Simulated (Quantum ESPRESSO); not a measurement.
Ta3AsAu2O13:

```
CELL_PARAMETERS angstrom
5.72385 -0.00745 -0.00403
1.30279 6.25499 0.00561
0.27574 1.30074 8.36754
ATOMIC_POSITIONS crystal
Ta 0.21713 0.30521 0.58431
Ta 0.03325 0.11123 0.99855
Ta 0.58248 0.62145 0.50482
As 0.58707 0.89691 0.83049
Au 0.58004 0.09228 0.18613
Au 0.04485 0.82077 0.44682
O 0.66201 0.69726 0.71088
O 0.51632 0.13418 0.69625
O 0.85098 0.88773 0.91932
O 0.34466 0.87003 0.94651
O 0.73015 0.29240 0.03095
O 0.24622 0.21809 0.11075
O 0.12900 0.09398 0.49104
O 0.48032 0.38887 0.43499
O 0.05966 0.26685 0.78594
O 0.93330 0.53240 0.45645
O 0.49975 0.85161 0.34971
O 0.25256 0.62988 0.62473
O 0.91878 0.95175 0.22636
```

The cell was built by a generator and needn't be a form met in nature.

Base run:

* Program: Quantum ESPRESSO 7.5
* Functional: PBE
* Potentials or basis: SG15 PBE 1.2
* Cutoff: 1197 eV
* Density cutoff: 4789 eV
* k mesh: 4 × 4 × 3
* Occupations: fermi-dirac, width 0.05 eV
* Spin: no spin polarisation

Its results: band gap on the k mesh 1.27 eV, indirect (least direct gap 1.33 eV); pressure -0.3 GPa; largest force 0.144 eV/Å.

The run is repeated on the same cell with these changes: functional from PBE to LDA. What comes out?

Band gap on the k mesh 1.22 eV, indirect (least direct gap 1.29 eV); pressure -8.3 GPa; largest force 0.939 eV/Å.

LDA binds more tightly than PBE, so the same cell stands under less pressure.

Caveats: spin-orbit coupling is left out, which moves the levels of the heavy elements; the potentials were made for another functional, which shifts forces and pressure (some runs).
